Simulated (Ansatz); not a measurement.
# GeH4O2 + HBr: a complex and its separated parts

The complex below is one end of an elementary step. How strongly is it bound against its free parts?

Computed with Ansatz 0.2.0, Gaussian basis. Level: PBE0-D4/def2-TZVP structures, single points in def2-TZVPP, no counterpoise correction.

Levels: SPW92, PBE-D4, BLYP-D4, r2SCAN-D4, B97M-V, PBE0-D4, B3LYP-D4, r2SCAN0-D4, BHLYP-D4, CAM-B3LYP-D4, wB97X-V, wB97M-V, B2PLYP, PBE-QIDH, RPA on PBE, Hartree-Fock, MP2, CCSD, CCSD(T).

Correlated methods freeze the cores. Filled d shells of the heavier atoms are correlated. B3LYP uses VWN-RPA correlation. B2PLYP carries no dispersion term here.

20 further runs of the same task are left out: 20 set aside as unsound or not needed.

**1. The starting structure**

The complex: 9 atoms, charge 0, spin multiplicity 1.

Atoms are counted from 1 here; the program's logs count them from 0.

Bond lengths: Ge1–H3 1.530 Å, Ge1–H4 1.530 Å, Ge1–H5 1.532 Å, Ge1–O7 1.827 Å, Br2–H6 1.452 Å, O7–O8 1.436 Å, O8–H9 0.966 Å. Angles: H3–Ge1–H4 113.7°, H3–Ge1–H5 113.4°, H3–Ge1–O7 101.9°, H4–Ge1–H5 112.6°, H4–Ge1–O7 107.6°, H5–Ge1–O7 106.7°, Ge1–O7–O8 105.2°, O7–O8–H9 100.7°.

Coordinates:

```
Ge   -1.1884   -0.4037   -0.3733
Br    2.6323   -1.4229    1.2904
H    -0.9102   -1.7628   -1.0196
H    -1.6860   -0.5004    1.0699
H    -2.0606    0.5143   -1.2362
H     1.7121   -0.5674    0.5626
O     0.4788    0.3427   -0.3335
O     0.3133    1.5989    0.3413
H     0.7087    2.2011   -0.3016
```

Its parts: GeH4O2 holds atoms 1, 3, 4, 5, 7, 8, 9; HBr holds atoms 2, 6. Each part counts its atoms afresh in its own runs.

**2. Relaxing GeH4O2 alone**

relax-a/in.yaml

```yaml
crystal:
  periodic: [false, false, false]
  atoms:
    - {symbol: Ge, position_ang: [-1.188384, -0.403671, -0.373320]}
    - {symbol: H, position_ang: [-0.910192, -1.762791, -1.019601]}
    - {symbol: H, position_ang: [-1.686029, -0.500377, 1.069906]}
    - {symbol: H, position_ang: [-2.060554, 0.514343, -1.236223]}
    - {symbol: O, position_ang: [0.478787, 0.342689, -0.333523]}
    - {symbol: O, position_ang: [0.313330, 1.598920, 0.341283]}
    - {symbol: H, position_ang: [0.708673, 2.201149, -0.301605]}
basis:
  gaussian: {orbitals: def2-TZVP}
hamiltonian: {xc: pbe0, dispersion: d4}
relax: {f_tol: 0.005, max_steps: 200}
```

The command line of these runs was not kept.

What it wrote, shortened:

```text
Functional definition: PBE0
  name "PBE0"
  cite "Adamo & Barone, J. Chem. Phys. 110, 6158 (1999) doi:10.1063/1.478522"
  cite "Perdew, Burke & Ernzerhof, Phys. Rev. Lett. 77, 3865 (1996) doi:10.1103/PhysRevLett.77.3865"
  parent pbe
[...]
879 factors; their error is unknown
[...]
mean field -60665.12296663 eV, -2229.4021487263 hartree, gradient 6.0e-5 eV, S^2 0.000000; 0 other end points of the search recorded, 0 dependent functions left out
[...]
reference -60665.12299290 eV, -2229.4021496917 hartree; 26, 26 occupied and 108, 108 virtual orbitals, 879 factors
relax step   1: F+E_penalty+E_count = -60665.20041980 eV  Δ(F+E_penalty+E_count) = +0.000e0 eV  max|allowed force component| = 5.136e-1 eV/Å  Δτ_max = 0.0000 Å  (25 SCF iters, accepted)
[...]
relax step   7: F+E_penalty+E_count = -60665.20898603 eV  Δ(F+E_penalty+E_count) = +7.576e-6 eV  max|allowed force component| = 1.131e-2 eV/Å  Δτ_max = 0.0012 Å  (32 SCF iters, rejected (line search))
[...]
relax step   8: F+E_penalty+E_count = -60665.20899602 eV  Δ(F+E_penalty+E_count) = -2.415e-6 eV  max|allowed force component| = 1.075e-3 eV/Å  Δτ_max = 0.0006 Å  (32 SCF iters, accepted)
879 factors; their error is unknown
mean field -60665.13131742 eV, -2229.4024556123 hartree, gradient 2.4e-5 eV, S^2 0.000000; 1 other end points of the search recorded, 0 dependent functions left out
[...]
reference -60665.13134373 eV, -2229.4024565793 hartree; 26, 26 occupied and 108, 108 virtual orbitals, 879 factors
Total energy: -60665.20902233 eV, -2229.4053112151 hartree
Atom 0 at    -1.162645    -0.387735    -0.370952 Å, force     0.000931    -0.001075    -0.000175 eV/Å
Atom 1 at    -0.920532    -1.755316    -1.022350 Å, force    -0.000103     0.000046    -0.000380 eV/Å
Atom 2 at    -1.694754    -0.501955     1.062402 Å, force    -0.000356     0.000532    -0.000057 eV/Å
Atom 3 at    -2.053008     0.523499    -1.229419 Å, force     0.000079     0.000208     0.000453 eV/Å
Atom 4 at     0.498222     0.326230    -0.316549 Å, force    -0.000716    -0.000114     0.000181 eV/Å
Atom 5 at     0.324197     1.591259     0.347893 Å, force     0.000396     0.000471     0.000217 eV/Å
Atom 6 at     0.664151     2.194280    -0.324108 Å, force    -0.000231    -0.000069    -0.000238 eV/Å
Dipole moment:    -0.228642     0.067481    -0.236620 e Å
```

Run time: 16 s. Hardware: 8 threads, shared host; peak memory 0.28 GiB.

Relaxation path:

```
step  energy from step 1 (eV)  largest force component (eV/Å)
   1                   0.0000                          0.5136
   2                  -0.0070                          0.2013
   3                  -0.0084                          0.0437
   4                  -0.0085                          0.0132
   5                  -0.0086                          0.0099
   6                  -0.0086                          0.0071
   7                  -0.0086                          0.0113
   8                  -0.0086                          0.0011
```

Close pairs (by a distance rule), those that changed most:

```
  bond  before (Å)  after (Å)  change (Å)
Ge1–O5       1.827      1.809      -0.018
Ge1–H4       1.532      1.536      +0.004
 O5–O6       1.436      1.439      +0.004
Ge1–H2       1.530      1.534      +0.004
Ge1–H3       1.530      1.533      +0.004
 O6–H7       0.966      0.965      -0.001
```

**3. Relaxing HBr alone**

relax-b/in.yaml

```yaml
crystal:
  periodic: [false, false, false]
  atoms:
    - {symbol: Br, position_ang: [2.632264, -1.422874, 1.290381]}
    - {symbol: H, position_ang: [1.712106, -0.567389, 0.562604]}
basis:
  gaussian: {orbitals: def2-TZVP}
hamiltonian: {xc: pbe0, dispersion: d4}
relax: {f_tol: 0.005, max_steps: 200}
```

What it wrote, shortened:

```text
[... 5 set-up lines as earlier in the session ...]
[...]
457 factors; their error is unknown
[...]
mean field -70054.56057183 eV, -2574.4576163282 hartree, gradient 1.0e-5 eV, S^2 0.000000; 0 other end points of the search recorded, 0 dependent functions left out
[...]
reference -70054.56058914 eV, -2574.4576169641 hartree; 18, 18 occupied and 36, 36 virtual orbitals, 457 factors
relax step   1: F+E_penalty+E_count = -70054.56610150 eV  Δ(F+E_penalty+E_count) = +0.000e0 eV  max|allowed force component| = 4.794e-1 eV/Å  Δτ_max = 0.0000 Å  (23 SCF iters, accepted)
[...]
relax step   2: F+E_penalty+E_count = -70054.57804525 eV  Δ(F+E_penalty+E_count) = -1.194e-2 eV  max|allowed force component| = 7.267e-2 eV/Å  Δτ_max = 0.0135 Å  (28 SCF iters, accepted)
[...]
relax step   3: F+E_penalty+E_count = -70054.57830131 eV  Δ(F+E_penalty+E_count) = -2.561e-4 eV  max|allowed force component| = 1.870e-3 eV/Å  Δτ_max = 0.0023 Å  (29 SCF iters, accepted)
457 factors; their error is unknown
[...]
mean field -70054.57278203 eV, -2574.4580650447 hartree, gradient 9.1e-6 eV, S^2 0.000000; 1 other end points of the search recorded, 0 dependent functions left out
[...]
reference -70054.57279931 eV, -2574.4580656796 hartree; 18, 18 occupied and 36, 36 virtual orbitals, 457 factors
Total energy: -70054.57831859 eV, -2574.4582685094 hartree
Atom 0 at     2.622273    -1.413585     1.282479 Å, force     0.001870    -0.001739     0.001479 eV/Å
Atom 1 at     1.722097    -0.576678     0.570506 Å, force    -0.001870     0.001739    -0.001479 eV/Å
Dipole moment:    -0.125686     0.116852    -0.099408 e Å
```

Run time: 1.4 s. Hardware: 8 threads, shared host; peak memory 0.12 GiB.

Step by step:

```
step  energy from step 1 (eV)  largest force component (eV/Å)
   1                   0.0000                          0.4794
   2                  -0.0119                          0.0727
   3                  -0.0122                          0.0019
```

The bond:

```
  bond  before (Å)  after (Å)  change (Å)
Br1–H2       1.452      1.420      -0.032
```

**4. wB97M-V/def2-TZVPP**

parta/in.yaml

```yaml
crystal:
  periodic: [false, false, false]
  atoms:
    - {symbol: Ge, position_ang: [-1.162645, -0.387735, -0.370952]}
    - {symbol: H, position_ang: [-0.920532, -1.755316, -1.022350]}
    - {symbol: H, position_ang: [-1.694754, -0.501955, 1.062402]}
    - {symbol: H, position_ang: [-2.053008, 0.523499, -1.229419]}
    - {symbol: O, position_ang: [0.498222, 0.326230, -0.316549]}
    - {symbol: O, position_ang: [0.324197, 1.591259, 0.347893]}
    - {symbol: H, position_ang: [0.664151, 2.194280, -0.324108]}
basis:
  gaussian: {orbitals: def2-TZVPP}
hamiltonian: {xc: {name: wB97M-V}}
```

partb/in.yaml

```yaml
crystal:
  periodic: [false, false, false]
  atoms:
    - {symbol: Br, position_ang: [2.622273, -1.413585, 1.282479]}
    - {symbol: H, position_ang: [1.722097, -0.576678, 0.570506]}
basis:
  gaussian: {orbitals: def2-TZVPP}
hamiltonian: {xc: {name: wB97M-V}}
```

Output in parta, shortened:

```text
Functional definition: wB97M-V
  name "wB97M-V"
  cite "Mardirossian & Head-Gordon, J. Chem. Phys. 144, 214110 (2016) doi:10.1063/1.4952647"
  cite "Becke, J. Chem. Phys. 107, 8554 (1997) doi:10.1063/1.475007"
  cite "Vydrov & Van Voorhis, J. Chem. Phys. 133, 244103 (2010) doi:10.1063/1.3521275"
  # Of w^i u^j: cxij and so on, Table III.
[...]
  gx(w, u) = 1 - cx + cx01*u + cx10*w
  gss(w, u) = css00 + css04*u^4 + css10*w + css20*w^2 + css43*w^4*u^3
  gos(w, u) = cos00 + cos10*w + (cos20 + cos21*u)*w^2 + (cos60 + cos61*u)*w^6
[...]
      + integral(e_c_pw_mod_opposite_spin*gos(b97_w_opposite, b97_u_opposite)) + vv10(b, c)
924 factors; their error is unknown
202 factors; integrals over basis functions are off by at most 5.4e-6 eV
[...]
mean field -60672.16286516 eV, -2229.6608602256 hartree, gradient 8.3e-5 eV, S^2 0.000000; 0 other end points of the search recorded, 0 dependent functions left out
reference -60672.16290488 eV, -2229.6608616854 hartree; 26, 26 occupied and 140, 140 virtual orbitals, 924 factors
Total energy: -60672.16290488 eV, -2229.6608616854 hartree
```

Output in partb, shortened:

```text
[... 5 set-up lines as earlier in the session ...]
  # Of w^i u^j: cxij and so on, Table III.
[...]
  gx(w, u) = 1 - cx + cx01*u + cx10*w
  gss(w, u) = css00 + css04*u^4 + css10*w + css20*w^2 + css43*w^4*u^3
  gos(w, u) = cos00 + cos10*w + (cos20 + cos21*u)*w^2 + (cos60 + cos61*u)*w^6
[...]
      + integral(e_c_pw_mod_opposite_spin*gos(b97_w_opposite, b97_u_opposite)) + vv10(b, c)
467 factors; their error is unknown
73 factors; integrals over basis functions are off by at most 1.1e-4 eV
[...]
mean field -70058.67558132 eV, -2574.6088401376 hartree, gradient 8.6e-6 eV, S^2 0.000000; 0 other end points of the search recorded, 0 dependent functions left out
reference -70058.67560712 eV, -2574.6088410859 hartree; 18, 18 occupied and 44, 44 virtual orbitals, 467 factors
Total energy: -70058.67560712 eV, -2574.6088410859 hartree
```

Wall times: 3.5 s (parta), 0.71 s (partb) on 8 threads, shared host; peak memory 0.45 GiB.

**5. CCSD(T)/def2-TZVPP**

The same edit goes into each in.yaml of step 4 (parta, partb):

```diff
-hamiltonian: {xc: {name: wB97M-V}}
+correlation: {method: ccsd_t}
```

parta printed, shortened:

```text
Functional definition: HF
  name "HF"
  cite "Fock, Z. Phys. 61, 126 (1930) doi:10.1007/BF01340294"
[... 1 set-up line as earlier in the session ...]
[...]
1033 factors; integrals over basis functions are off by at most 8.7e-4 eV
[...]
mean field -60610.28721359 eV, -2227.3869719710 hartree, gradient 2.2e-6 eV, S^2 0.000000; 0 other end points of the search recorded, 0 dependent functions left out
11 core orbitals not correlated: weight in the atoms' cores, before any rotation towards them, 1.000 or more for the frozen orbitals, at most 0.000 for the correlated occupied ones
reference -60610.28721359 eV, -2227.3869719710 hartree; 15, 15 occupied and 140, 140 virtual orbitals, 1033 factors
second order -20.34491507 eV of doubles, -0.00000000 eV of singles
cycle   1  -20.03645084 eV  change    3.1e-1 eV  update   1.1e-1
[...]
cycle  10  -20.78212889 eV  change    3.6e-5 eV  update   3.3e-5
perturbative correction -0.76762640 eV, -0.0282097500 hartree
Total energy: -60631.83696887 eV, -2228.1789108710 hartree
```

partb printed, shortened:

```text
[... 4 set-up lines as earlier in the session ...]
[...]
399 factors; integrals over basis functions are off by at most 1.5e-3 eV
[...]
mean field -70014.93835966 eV, -2573.0015268878 hartree, gradient 1.4e-6 eV, S^2 0.000000; 0 other end points of the search recorded, 0 dependent functions left out
9 core orbitals not correlated: weight in the atoms' cores, before any rotation towards them, 1.000 or more for the frozen orbitals, at most 0.000 for the correlated occupied ones
reference -70014.93835966 eV, -2573.0015268878 hartree; 9, 9 occupied and 44, 44 virtual orbitals, 399 factors
second order -7.83906458 eV of doubles, -0.00000000 eV of singles
cycle   1  -7.92764300 eV  change   -8.9e-2 eV  update   4.5e-2
[...]
cycle   7  -8.11357896 eV  change   -4.6e-6 eV  update   1.2e-5
perturbative correction -0.24159670 eV, -0.0088785150 hartree
Total energy: -70023.29353532 eV, -2573.3085739301 hartree
```

Times: 19 s (parta), 0.66 s (partb) on 8 threads, shared host; peak memory 1.4 GiB.

**6. Vibrations of GeH4O2**

vib-parta/in.yaml

```yaml
crystal:
  periodic: [false, false, false]
  atoms:
    - {symbol: Ge, position_ang: [-1.162645, -0.387735, -0.370952]}
    - {symbol: H, position_ang: [-0.920532, -1.755316, -1.022350]}
    - {symbol: H, position_ang: [-1.694754, -0.501955, 1.062402]}
    - {symbol: H, position_ang: [-2.053008, 0.523499, -1.229419]}
    - {symbol: O, position_ang: [0.498222, 0.326230, -0.316549]}
    - {symbol: O, position_ang: [0.324197, 1.591259, 0.347893]}
    - {symbol: H, position_ang: [0.664151, 2.194280, -0.324108]}
basis:
  gaussian: {orbitals: def2-TZVP}
hamiltonian: {xc: pbe0, dispersion: d4}
phonons: {temperatures: {t_min: 298.15, t_max: 900, t_step: 200}}
```

What it wrote, shortened:

```text
[... 5 set-up lines as earlier in the session ...]
[...]
879 factors; their error is unknown
[...]
mean field -60665.13131625 eV, -2229.4024555693 hartree, gradient 5.5e-5 eV, S^2 0.000000; 0 other end points of the search recorded, 0 dependent functions left out
[...]
reference -60665.13134258 eV, -2229.4024565367 hartree; 26, 26 occupied and 108, 108 virtual orbitals, 879 factors
[... from here to the last solve, the lines of the solves are left out (41 solves) ...]
879 factors; their error is unknown
mean field -60665.13123047 eV, -2229.4024524170 hartree, gradient 2.3e-6 eV, S^2 0.000000; 0 other end points of the search recorded, 0 dependent functions left out
[...]
reference -60665.13125681 eV, -2229.4024533850 hartree; 26, 26 occupied and 108, 108 virtual orbitals, 879 factors
Total energy: -60665.20902117 eV, -2229.4053111724 hartree
Atom 0 at    -1.162645    -0.387735    -0.370952 Å, force     0.000903    -0.001106    -0.000218 eV/Å
Atom 1 at    -0.920532    -1.755316    -1.022350 Å, force    -0.000095     0.000029    -0.000345 eV/Å
Atom 2 at    -1.694754    -0.501955     1.062402 Å, force    -0.000332     0.000541    -0.000059 eV/Å
Atom 3 at    -2.053008     0.523499    -1.229419 Å, force     0.000073     0.000228     0.000443 eV/Å
Atom 4 at     0.498222     0.326230    -0.316549 Å, force    -0.000739    -0.000088     0.000177 eV/Å
Atom 5 at     0.324197     1.591259     0.347893 Å, force     0.000426     0.000462     0.000218 eV/Å
Atom 6 at     0.664151     2.194280    -0.324108 Å, force    -0.000237    -0.000066    -0.000216 eV/Å
Dipole moment:    -0.228642     0.067480    -0.236621 e Å
Vibrations: 165.05 213.47 242.79 585.29 620.16 693.86 843.19 857.90 880.53 989.47 1373.59 2162.82 2177.67 2186.02 3811.61 cm⁻¹, zero-point energy 1.103671 eV
```

It took 45 s on 8 threads, shared host; peak memory 0.29 GiB.

The modes, with what each moves most:

```
mode  wavenumber (cm⁻¹)               character
   1                165                 torsion
   2                213       bend with torsion
   3                243                 torsion
   4                585  bend with Ge–O stretch
   5                620                    bend
   6                694  Ge–O stretch with bend
   7                843                    bend
   8                858                    bend
   9                881                    bend
  10                989             O–O stretch
  11               1374                    bend
  12               2163            Ge–H stretch
  13               2178            Ge–H stretch
  14               2186            Ge–H stretch
  15               3812             O–H stretch
```

Vibrational sums (real modes only):

```
T (K)  entropy (J/mol/K)  heat capacity (J/mol/K)
  298               33.9                     44.2
  498               62.5                     67.3
  698               87.7                     81.9
  898              109.6                     91.9
```

**7. Vibrations of HBr**

vib-partb/in.yaml

```yaml
crystal:
  periodic: [false, false, false]
  atoms:
    - {symbol: Br, position_ang: [2.622273, -1.413585, 1.282479]}
    - {symbol: H, position_ang: [1.722097, -0.576678, 0.570506]}
basis:
  gaussian: {orbitals: def2-TZVP}
hamiltonian: {xc: pbe0, dispersion: d4}
phonons: {temperatures: {t_min: 298.15, t_max: 900, t_step: 200}}
```

What it wrote, shortened:

```text
[... 5 set-up lines as earlier in the session ...]
[...]
457 factors; their error is unknown
[...]
mean field -70054.57278203 eV, -2574.4580650447 hartree, gradient 2.1e-5 eV, S^2 0.000000; 0 other end points of the search recorded, 0 dependent functions left out
[...]
reference -70054.57279931 eV, -2574.4580656796 hartree; 18, 18 occupied and 36, 36 virtual orbitals, 457 factors
[...]
457 factors; their error is unknown
[...]
mean field -70054.57278204 eV, -2574.4580650449 hartree, gradient 1.2e-6 eV, S^2 0.000000; 0 other end points of the search recorded, 0 dependent functions left out
[...]
reference -70054.57279931 eV, -2574.4580656798 hartree; 18, 18 occupied and 36, 36 virtual orbitals, 457 factors
[...]
457 factors; their error is unknown
[...]
mean field -70054.57270746 eV, -2574.4580623043 hartree, gradient 1.2e-6 eV, S^2 0.000000; 0 other end points of the search recorded, 0 dependent functions left out
[...]
reference -70054.57272474 eV, -2574.4580629393 hartree; 18, 18 occupied and 36, 36 virtual orbitals, 457 factors
[...]
457 factors; their error is unknown
mean field -70054.57269372 eV, -2574.4580617993 hartree, gradient 1.2e-6 eV, S^2 0.000000; 0 other end points of the search recorded, 0 dependent functions left out
[...]
reference -70054.57271099 eV, -2574.4580624341 hartree; 18, 18 occupied and 36, 36 virtual orbitals, 457 factors
Total energy: -70054.57831859 eV, -2574.4582685095 hartree
Atom 0 at     2.622273    -1.413585     1.282479 Å, force     0.001867    -0.001735     0.001476 eV/Å
Atom 1 at     1.722097    -0.576678     0.570506 Å, force    -0.001867     0.001735    -0.001476 eV/Å
Dipole moment:    -0.125686     0.116852    -0.099408 e Å
Vibrations: 2668.22 cm⁻¹, zero-point energy 0.165409 eV
```

It took 3.6 s on 8 threads, shared host; peak memory 0.12 GiB.

The modes, with what each moves most:

```
mode  wavenumber (cm⁻¹)     character
   1               2668  Br–H stretch
```

Vibrational sums (real modes only):

```
T (K)  entropy (J/mol/K)  heat capacity (J/mol/K)
  298                0.0                      0.0
  498                0.0                      0.2
  698                0.2                      1.0
  898                0.6                      2.2
```

**8. Complex less separated parts**

The complex's own energies come from single points at the same levels. Levels not printed above were run the same way.

Rows are in def2-TZVPP; times add the 3 runs of a level on a shared host, so small differences are noise.

Differences are taken before rounding.

```
      method                    rung  complex less parts (eV)  from CCSD(T) (eV)     time
       SPW92                     LDA                   -0.438             -0.216    2.8 s
      PBE-D4                     GGA                   -0.305             -0.083    3.5 s
     BLYP-D4                     GGA                   -0.283             -0.062    3.6 s
   r2SCAN-D4                meta-GGA                   -0.272             -0.050    5.8 s
      B97M-V                meta-GGA                   -0.221             +0.001    9.7 s
     PBE0-D4                  hybrid                   -0.274             -0.053    5.5 s
    B3LYP-D4                  hybrid                   -0.269             -0.048    4.9 s
  r2SCAN0-D4                  hybrid                   -0.256             -0.034    7.7 s
    BHLYP-D4                  hybrid                   -0.252             -0.030    5.6 s
CAM-B3LYP-D4  range-separated hybrid                   -0.267             -0.045    6.3 s
     wB97X-V  range-separated hybrid                   -0.230             -0.008     11 s
     wB97M-V  range-separated hybrid                   -0.230             -0.008     11 s
      B2PLYP           double hybrid                   -0.212             +0.010    9.2 s
    PBE-QIDH           double hybrid                   -0.235             -0.014    9.9 s
  RPA on PBE                     RPA                   -0.171             +0.051    7.1 s
Hartree-Fock            wavefunction                   -0.046             +0.176         
         MP2            wavefunction                   -0.266             -0.044         
        CCSD            wavefunction                   -0.190             +0.032         
     CCSD(T)            wavefunction                   -0.222                  0  2.6 min
```

Among the levels timed on like hardware and quicker than the yardstick, those that no quicker one beats, quickest first: SPW92 (2.8 s, -0.216 eV); PBE-D4 (3.5 s, -0.083 eV); BLYP-D4 (3.6 s, -0.062 eV); B3LYP-D4 (4.9 s, -0.048 eV); BHLYP-D4 (5.6 s, -0.030 eV); B2PLYP (9.2 s, +0.010 eV); B97M-V (9.7 s, +0.001 eV).

For cost: B97M-V gets within 0.001 eV in 9.7 s, where CCSD(T) took 2.6 min; the quickest level in the cost chart, SPW92, takes 2.8 s and misses by 0.216 eV.

The complex's zero-point energy, from a separate PBE0-D4 run, is 1.327 eV.

**9. What came out**

```
                              quantity      value
complex less parts, CCSD(T)/def2-TZVPP  -0.222 eV
                with zero-point energy  -0.164 eV
                 largest T1 diagnostic      0.013
```

At CCSD(T) the complex lies 0.222 eV below its parts. B97M-V is the best functional here (+0.001 eV from CCSD(T)); SPW92 is the worst (-0.216 eV). Mean unsigned error by rung: LDA 0.216, GGA 0.072, meta-GGA 0.025, hybrid 0.041, range-separated hybrid 0.021, double hybrid 0.012 eV. PBE-D4 gives a relative energy 0.083 eV too low, outside chemical accuracy (1 kcal/mol, 0.043 eV). No counterpoise was applied, and triple zeta lacks some correlation, so the CCSD(T) reference has a basis error of its own, and close matches with it are partly luck.
